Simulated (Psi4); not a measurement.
# BCl2F (SMILES FB(Cl)Cl) at B3LYP/6-31G(d) (Cartesian functions)

Aim: the vertical singlet–triplet gap of BCl2F at B3LYP/6-31G* (Cartesian functions), from 2 runs. 

The calculation is run with Psi4 1.11.

### Step 1. The structure to begin with

BCl2F: 4 atoms, total charge 0, spin state singlet. SMILES: `FB(Cl)Cl`. The shape is that of a GFN2-xTB optimisation.

Bond lengths: B1–Cl2 1.712 Å, B1–Cl3 1.712 Å, B1–F4 1.323 Å. Angles: Cl2–B1–Cl3 123.6°, Cl2–B1–F4 118.2°, Cl3–B1–F4 118.2°.

### Step 2. Energy and forces at B3LYP/6-31G(d) (Cartesian functions)

Contents of calc.py:

```python
import psi4

psi4.set_memory(1600000000)
psi4.set_num_threads(1)
psi4.core.set_output_file('output.dat', False)

mol = psi4.geometry("""
0 1
B
Cl 1 1.711544
Cl 1 1.711771 2 123.59227
F 1 1.323134 2 118.20897 3 -179.88509
symmetry c1
""")

psi4.set_options({
    'basis': '6-31G*',
    'puream': False,
    'e_convergence': 1e-09,
    'd_convergence': 1e-08,
    'scf_type': 'pk',
    'dft_radial_points': 99,
    'dft_spherical_points': 590,
})

e, wfn = psi4.gradient('b3lyp', molecule=mol, return_wfn=True)
psi4.oeprop(wfn, 'QUADRUPOLE', 'MAYER_INDICES', 'DIPOLE', title='B3LYP')
print('gradient / Eh bohr^-1')
print(e.np.round(6))
print(f'energy = {wfn.energy():.10f} Eh')
for k, v in sorted(psi4.core.scalar_variables().items()):
    print(f'{k:45s} {v:18.10f}')
```

Run with:

```
$ python calc.py
```

output.dat:

```text
[...]
  Running in c1 symmetry.
[...]
  Nuclear repulsion =  183.247393822153470
[...]
  Multiplicity = 1
[...]
  Nalpha       = 24
  Nbeta        = 24
[...]
    Number of basis functions: 68
[...]
   @RKS iter   1: -1045.17410156712140   -4.09432e-02   5.29923e-03 ADIIS/DIIS
[...]
   @RKS iter  10: -1045.22394672348332   -3.41061e-12   3.80248e-09 DIIS
[...]
    Orbital Energies [Eh]
    ---------------------
    Doubly Occupied:
       1A   -101.568961     2A   -101.568925     3A    -24.736646
       4A     -9.488700     5A     -9.488657     6A     -7.250010
       7A     -7.249968     8A     -7.244667     9A     -7.244626
      10A     -7.242809    11A     -7.242768    12A     -6.908433
      13A     -1.242039    14A     -0.887749    15A     -0.856806
      16A     -0.578177    17A     -0.506395    18A     -0.498883
      19A     -0.488966    20A     -0.406139    21A     -0.381487
      22A     -0.366824    23A     -0.351234    24A     -0.333056
[...]
  @RKS Final Energy: -1045.22394672348332
   => Energetics <=
    Nuclear Repulsion Energy =            183.2473938221534695
    One-Electron Energy =               -1807.8748227781379683
    Two-Electron Energy =                 636.7109888549201742
    DFT Exchange-Correlation Energy =     -57.3075066224190977
    Empirical Dispersion Energy =           0.0000000000000000
    VV10 Nonlocal Energy =                  0.0000000000000000
    Total Energy =                      -1045.2239467234833228
[...]
  -Total Gradient:
     Atom            X                  Y                   Z
    ------   -----------------  -----------------  -----------------
       1        0.000182158517     0.021705463403     0.011755134492
       2       -0.000056545909    -0.001814246170    -0.022717329572
       3       -0.000056540531    -0.019840012446     0.010995413725
       4       -0.000069163551    -0.000047858215    -0.000031419711
[...]
 Multipole Moments:
 ------------------------------------------------------------------------------------
     Multipole            Electronic (a.u.)      Nuclear  (a.u.)        Total (a.u.)
 ------------------------------------------------------------------------------------
 L = 1.  Multiply by 2.5417464519 to convert [e a0] to [Debye]
 Dipole X            :          0.0003367            0.0005489            0.0008856
 Dipole Y            :         -0.7759014            0.8281868            0.0522854
 Dipole Z            :         -0.4154768            0.4440852            0.0286084
 Magnitude           :                                                    0.0596070
 L = 2.  Multiply by 1.3450342976 to convert [e a0^2] to [Debye ang]
 Quadrupole XX       :        -25.0693603            0.0001428          -25.0692175
 Quadrupole XY       :         -0.1123266            0.1091646           -0.0031620
[...]
```

The script printed:

```text
gradient / Eh bohr^-1
[[ 1.8200e-04  2.1705e-02  1.1755e-02]
 [-5.7000e-05 -1.8140e-03 -2.2717e-02]
 [-5.7000e-05 -1.9840e-02  1.0995e-02]
 [-6.9000e-05 -4.8000e-05 -3.1000e-05]]
energy = -1045.2239467235 Eh
CURRENT ENERGY                                  -1045.2239467235
CURRENT REFERENCE ENERGY                        -1045.2239467235
DD SOLVATION ENERGY                                 0.0000000000
DFT FUNCTIONAL TOTAL ENERGY                     -1045.2239467235
DFT TOTAL ENERGY                                -1045.2239467235
DFT VV10 ENERGY                                     0.0000000000
DFT XC ENERGY                                     -57.3075066224
GRID ELECTRONS ALPHA                               23.9999999121
GRID ELECTRONS BETA                                23.9999999121
GRID ELECTRONS TOTAL                               47.9999998241
NUCLEAR REPULSION ENERGY                          183.2473938222
ONE-ELECTRON ENERGY                             -1807.8748227781
PCM POLARIZATION ENERGY                             0.0000000000
PE ENERGY                                           0.0000000000
SCF ITERATION ENERGY                            -1045.2239467235
SCF ITERATIONS                                     10.0000000000
SCF TOTAL ENERGY                                -1045.2239467235
TWO-ELECTRON ENERGY                               636.7109888549
XC GRID RADIAL POINTS                              99.0000000000
XC GRID SPHERICAL POINTS                          590.0000000000
XC GRID TOTAL POINTS                           215227.0000000000
```

Wall time 11 s (1 thread of Intel Xeon Platinum 8488C (Sapphire Rapids), shared host); peak memory 0.6 GiB.

### Step 3. The triplet at the same level

Contents of job.in:

```
memory 1600 mb

molecule m {
  0 3
  B     -0.037880    -0.063210    -0.000480
  Cl     1.671570    -0.146640     0.013750
  Cl    -0.914230     1.407130    -0.016990
  F     -0.719460    -1.197280     0.003720
  symmetry c1
}

set globals {
  basis                6-31G*
  reference            uks
  puream               false
  e_convergence        1e-09
  d_convergence        1e-08
  scf_type             pk
  dft_radial_points    99
  dft_spherical_points 590
  maxiter              200
}

e_tot, wfn = gradient('b3lyp', return_wfn=True)
oeprop(wfn, 'LOWDIN_CHARGES', 'DIPOLE', 'MAYER_INDICES')
```

Run with:

```
$ psi4 -i job.in -o job.out -n 1
```

job.out:

```text
[...]
  Running in c1 symmetry.
[...]
  Nuclear repulsion =  183.247378343285163
[...]
  Multiplicity = 3
[...]
  Nalpha       = 25
  Nbeta        = 23
[...]
    Number of basis functions: 68
[...]
   @UKS iter   1: -1044.89701106974007    2.36147e-01   6.12146e-03 ADIIS/DIIS
[...]
   @UKS iter  17: -1044.97466341695304   -1.31877e-11   8.85680e-09 DIIS
[...]
   @S^2 Observed:                2.005323333E+00
[...]
    Orbital Energies [Eh]
    ---------------------
    Alpha Occupied:
       1A   -101.612466     2A   -101.612445     3A    -24.693563
       4A     -9.528443     5A     -9.528420     6A     -7.292940
       7A     -7.292916     8A     -7.286327     9A     -7.286306
      10A     -7.281089    11A     -7.281071    12A     -6.801744
      13A     -1.200781    14A     -0.911714    15A     -0.885487
      16A     -0.553435    17A     -0.497653    18A     -0.496145
      19A     -0.461952    20A     -0.408578    21A     -0.403781
      22A     -0.392091    23A     -0.380825    24A     -0.374994
      25A     -0.085473
    Alpha Virtual:
[...]
  @UKS Final Energy: -1044.97466341695304
   => Energetics <=
    Nuclear Repulsion Energy =            183.2473783432851633
    One-Electron Energy =               -1807.3444639058602661
    Two-Electron Energy =                 636.4161480048800286
    DFT Exchange-Correlation Energy =     -57.2937258592579610
    Empirical Dispersion Energy =           0.0000000000000000
    VV10 Nonlocal Energy =                  0.0000000000000000
    Total Energy =                      -1044.9746634169530353
[...]
  -Total Gradient:
     Atom            X                  Y                   Z
    ------   -----------------  -----------------  -----------------
       1        0.002801255615     0.004495407166     0.000347190209
       2       -0.049591170150    -0.006101179854    -0.000436719395
       3        0.017842456205    -0.046555205054     0.000364522585
       4        0.028948966053     0.048163475298    -0.000274910202
[...]
 Multipole Moments:
 ------------------------------------------------------------------------------------
     Multipole            Electronic (a.u.)      Nuclear  (a.u.)        Total (a.u.)
 ------------------------------------------------------------------------------------
 L = 1.  Multiply by 2.5417464519 to convert [e a0] to [Debye]
 Dipole X            :         -0.1815633            0.4839588            0.3023955
 Dipole Y            :         -0.3020191            0.8055345            0.5035154
 Dipole Z            :          0.0020251           -0.0018725            0.0001526
 Magnitude           :                                                    0.5873422
[...]
```

Run time: 18 s. Hardware: 1 thread of Intel Xeon Platinum 8488C (Sapphire Rapids), shared host; peak memory 0.6 GiB.

### Step 4. What came out

At B3LYP/6-31G* (Cartesian functions):

```
                                        quantity           value
                           singlet: total energy  -1045.22395 Eh
                          singlet: dipole moment          0.15 D
                            singlet: HOMO energy        -9.06 eV
                            singlet: LUMO energy        -0.90 eV
                          singlet: HOMO–LUMO gap         8.16 eV
               singlet: largest force on an atom      1.269 eV/Å
                           triplet: total energy  -1044.97466 Eh
                          triplet: dipole moment          1.49 D
     triplet: HOMO energy (highest over α and β)        -2.33 eV
                                   triplet: ⟨S²⟩           2.005
               triplet: largest force on an atom      2.890 eV/Å
vertical energy of the triplet above the singlet        6.783 eV
```

At this shape the triplet lies 6.78 eV (156 kcal/mol) above the singlet. The largest force (singlet) is 1.27 eV/Å: the shape isn't a stationary point for this species at this level.
